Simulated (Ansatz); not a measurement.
# C₂H₄GeS: small, medium and large basis sets

An exercise on one series of results from a longer session: the logs are not shown, and one member is left open.

Program: Ansatz 0.2.0, Gaussian basis. Level of theory: one geometry, several basis sets. These are calculated values, not measurements.

Levels to be run: PBE0-D4/def2-SVP; ωB97M-V/def2-SVP; PBE0-D4/def2-QZVPP; ωB97M-V/def2-QZVPP; the functionals' def2-TZVPP values are taken from earlier runs.

### The relaxed structure

The geometry comes from an earlier relaxation with PBE0-D4 in a triple-zeta def2 set; it is a stationary point, not always the lowest conformer.

SMILES `C1=[CH][GeH2][S]1`, 8 atoms, charge 0, spin multiplicity 1.

Atoms are counted from 1 here; the program's logs count them from 0.

Bond lengths: C1–C2 1.339 Å, C1–S4 1.774 Å, C1–H5 1.087 Å, C2–Ge3 1.929 Å, C2–H6 1.082 Å, Ge3–S4 2.269 Å, Ge3–H7 1.536 Å, Ge3–H8 1.536 Å. Angles: C2–C1–S4 113.3°, C2–C1–H5 127.5°, S4–C1–H5 119.2°, C1–C2–Ge3 96.3°, C1–C2–H6 126.5°, Ge3–C2–H6 137.2°, C2–Ge3–S4 76.4°, C2–Ge3–H7 119.0°, C2–Ge3–H8 119.0°, S4–Ge3–H7 113.6°, S4–Ge3–H8 113.6°, H7–Ge3–H8 110.9°, C1–S4–Ge3 74.0°.

Set-up of the first run:

File in.yaml:

```yaml
crystal:
  periodic: [false, false, false]
  atoms:
    - {symbol: C, position_ang: [-0.680374, 0.934807, -0.577837]}
    - {symbol: C, position_ang: [0.036224, 0.776566, 0.542286]}
    - {symbol: Ge, position_ang: [0.539023, -1.056542, 0.213794]}
    - {symbol: S, position_ang: [-0.723939, -0.519215, -1.593164]}
    - {symbol: H, position_ang: [-1.210055, 1.826333, -0.904463]}
    - {symbol: H, position_ang: [0.203781, 1.520244, 1.309487]}
    - {symbol: H, position_ang: [2.001127, -1.376193, -0.130985]}
    - {symbol: H, position_ang: [-0.073486, -2.163102, 1.085081]}
basis:
  gaussian: {orbitals: def2-SVP}
hamiltonian: {xc: pbe0, dispersion: d4}
output: {orbitals: {seedname: orbitals}}
```

Started as:

```bash
$ ansatz run in.yaml --threads 2 --pin off --events-out ev --progress --plain --max-ram 4352MiB
```

Steps of the session up to this table: PBE0-D4 in def2-SVP; ωB97M-V in def2-SVP; PBE0-D4 in def2-QZVPP; ωB97M-V in def2-QZVPP.

One table of the session follows, with a row left open; its other results are not shown here.

It belongs to the step «Functionals by basis». 

| functional | basis | HOMO (eV) |
| --- | --- | --- |
| PBE0-D4 | def2-SVP | -6.31 |
| PBE0-D4 | def2-TZVPP | ? |
| PBE0-D4 | def2-QZVPP | -6.42 |
| ωB97M-V | def2-SVP | -8.39 |
| ωB97M-V | def2-TZVPP | -8.50 |
| ωB97M-V | def2-QZVPP | -8.52 |

Q: Estimate the row for PBE0-D4, def2-TZVPP from the others.

**Answer.** HOMO (eV): -6.40. In the column «HOMO (eV)» it lies between PBE0-D4, def2-QZVPP (-6.42) and PBE0-D4, def2-SVP (-6.31).
